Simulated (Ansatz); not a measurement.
**LaS (Fm-3m): equation of state with a fit in Python**

Where is the equilibrium volume of LaS (Fm-3m), and how stiff is it? Aim: an equation of state with a fit, for LaS (Fm-3m), run from a script.

Program: the Python package of Ansatz 0.2.0. Level of theory: DFT LDA, plane waves, PAW. These are calculated values, not measurements.

### Step 1. Starting point

It takes space group Fm-3m (No. 225, cubic). The conventional cell has a = 5.854 Å, b = 5.854 Å, c = 5.854 Å, α = 90.00°, β = 90.00°, γ = 90.00°. La (site symmetry m-3m) has 6 S at 2.93 Å as nearest neighbours. S (site symmetry m-3m) has 6 La at 2.93 Å as nearest neighbours.

No structure file is read: the coordinates are typed or built in the script.

### Step 2. The code

Input file las_eos.py:

```python
import ansatz as az
import numpy as np
from pymatgen.analysis.eos import EOS

vectors0 = np.array([
    [0.0, 2.927, 2.927],
    [2.927, 0.0, 2.927],
    [2.927, 2.927, 0.0],
])
sites = [
    ("La", (0.0, 0.0, 0.0)),
    ("S", (0.5, 0.5, 0.5)),
]


def build(cell):
    crystal = az.Crystal(lattice=az.Lattice.of(cell))
    for symbol, position in sites:
        crystal = crystal.atom(symbol, position)
    return crystal


def main() -> None:
    volumes, energies, pressures = [], [], []
    for scale in np.linspace(0.94, 1.06, 7):
        cell = vectors0 * scale ** (1 / 3)
        model = build(cell).calculation()
        model = model.occupations(az.OccupationsMethod.COLD, width=150 * az.meV).functional("LDA")
        model = model.scf(tolerance=1e-07).basis(500)
        model = model.kpoints(8, 8, 8).stress()
        r = model.run(threads=1).report
        volumes.append(abs(np.linalg.det(cell)) / len(sites))
        energies.append(r["free_energy_ev"] / len(sites))
        pressures.append(np.trace(r["stress_gpa"]) / 3)
        print(f"V = {volumes[-1]:8.4f} A^3/atom  F = {energies[-1]:.5f} eV/atom  P = {pressures[-1]:8.3f} GPa")

    for form in ["birch_murnaghan"]:
        fit = EOS(eos_name=form).fit(volumes, energies)
        print(f"{form:18s} V0 {fit.v0:8.4f} A^3/atom  B0 {fit.b0_GPa:7.1f} GPa  B1 {fit.b1:5.2f}")


if __name__ == "__main__":
    main()
```

### Step 3. The run

Command:

```
python las_eos.py
```

**Question.** Estimate the equilibrium volume and the bulk modulus.

As calculated:

| quantity | value |
| --- | --- |
| runs compared | 7 |
| range of energy | 68.51 meV/atom |
| lowest point, volume (Å³/atom) | 24.074 |
| equilibrium volume (fit) | 24.00 Å³/atom |
| bulk modulus (fit) | 95 GPa |

What this shows: A third-order Birch-Murnaghan fit through the 7 points has its minimum at 24.00 Å³ an atom, 4.3 % below the typed cell, with a bulk modulus of 95 GPa and dB/dP = 4.5. From that minimum the energy rises by 2.3 meV an atom on the compressed side and 68.6 meV on the expanded side. The window is off centre, so dB/dP is rough. What to keep in mind:
- The mesh is modest for a metal, so energies can be off by several to tens of meV an atom and pressures by half a GPa or more; differences at equal mesh fare better.
- Pressure is positive in compression.
